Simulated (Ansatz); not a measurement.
# CH₃AgF₃OP: small, medium and large basis sets

Aim: see how fast density functionals converge with the basis set for CH₃AgF₃OP.

Program: Ansatz 0.2.0, Gaussian basis. Level of theory: one geometry, several basis sets. These are calculated values, not measurements.

The runs, in order: PBE0-D4/def2-SVP; ωB97M-V/def2-SVP; PBE0-D4/def2-QZVPP; ωB97M-V/def2-QZVPP; the functionals' def2-TZVPP values are taken from earlier runs.

## (1) The relaxed structure

All runs share one geometry, relaxed beforehand with PBE0-D4 in a triple-zeta def2 set. Ag takes the def2 core potential; no spin-orbit term is included.

10 atoms, charge 0, spin multiplicity 1.

Atoms are counted from 1 here; the program's logs count them from 0.

Bond lengths: C1–O2 1.389 Å, C1–H8 1.100 Å, C1–H9 1.102 Å, C1–H10 1.102 Å, O2–Ag3 1.963 Å, Ag3–P4 2.236 Å, P4–F5 1.549 Å, P4–F6 1.548 Å, P4–F7 1.549 Å. Angles: O2–C1–H8 109.4°, O2–C1–H9 113.3°, O2–C1–H10 113.3°, H8–C1–H9 106.8°, H8–C1–H10 106.8°, H9–C1–H10 107.0°, C1–O2–Ag3 126.5°, O2–Ag3–P4 177.6°, Ag3–P4–F5 119.0°, Ag3–P4–F6 116.8°, Ag3–P4–F7 119.0°, F5–P4–F6 99.5°, F5–P4–F7 99.2°, F6–P4–F7 99.5°.

## (2) PBE0-D4 in def2-SVP

in.yaml

```yaml
crystal:
  periodic: [false, false, false]
  atoms:
    - {symbol: C, position_ang: [0.675269, -1.688297, 1.840649]}
    - {symbol: O, position_ang: [0.960149, -1.380263, 0.516548]}
    - {symbol: Ag, position_ang: [0.165387, 0.068652, -0.542509]}
    - {symbol: P, position_ang: [-0.686171, 1.692371, -1.823207]}
    - {symbol: F, position_ang: [0.270706, 2.742770, -2.439788]}
    - {symbol: F, position_ang: [-1.711869, 2.640674, -1.156531]}
    - {symbol: F, position_ang: [-1.483286, 1.306598, -3.094021]}
    - {symbol: H, position_ang: [1.282590, -2.550248, 2.153375]}
    - {symbol: H, position_ang: [-0.378493, -1.965049, 2.006779]}
    - {symbol: H, position_ang: [0.905718, -0.867208, 2.538716]}
basis:
  gaussian: {orbitals: def2-SVP}
hamiltonian: {xc: pbe0, dispersion: d4}
output: {orbitals: {seedname: orbitals}}
```

Run with:

```sh
$ ansatz run in.yaml --threads 2 --pin off --events-out ev --progress --plain --max-ram 32768MiB --backend cpu
```

Further steps of the session: ωB97M-V in def2-SVP; PBE0-D4 in def2-QZVPP; ωB97M-V in def2-QZVPP.

**Question.** What will the summary of the whole plan be? Wanted: PBE0-D4: double and triple zeta above quadruple; ωB97M-V: double and triple zeta above quadruple.

**Answer**, as computed:

```
                                       quantity           value
PBE0-D4: double and triple zeta above quadruple  20.09, 1.06 eV
ωB97M-V: double and triple zeta above quadruple  20.39, 1.00 eV
```

**Reading.** For PBE0-D4 the step from double to triple zeta gains 19.04 eV and the next only 1.06 eV. These are total energies; as a rule much of such shifts cancels in differences, which this series doesn't test.
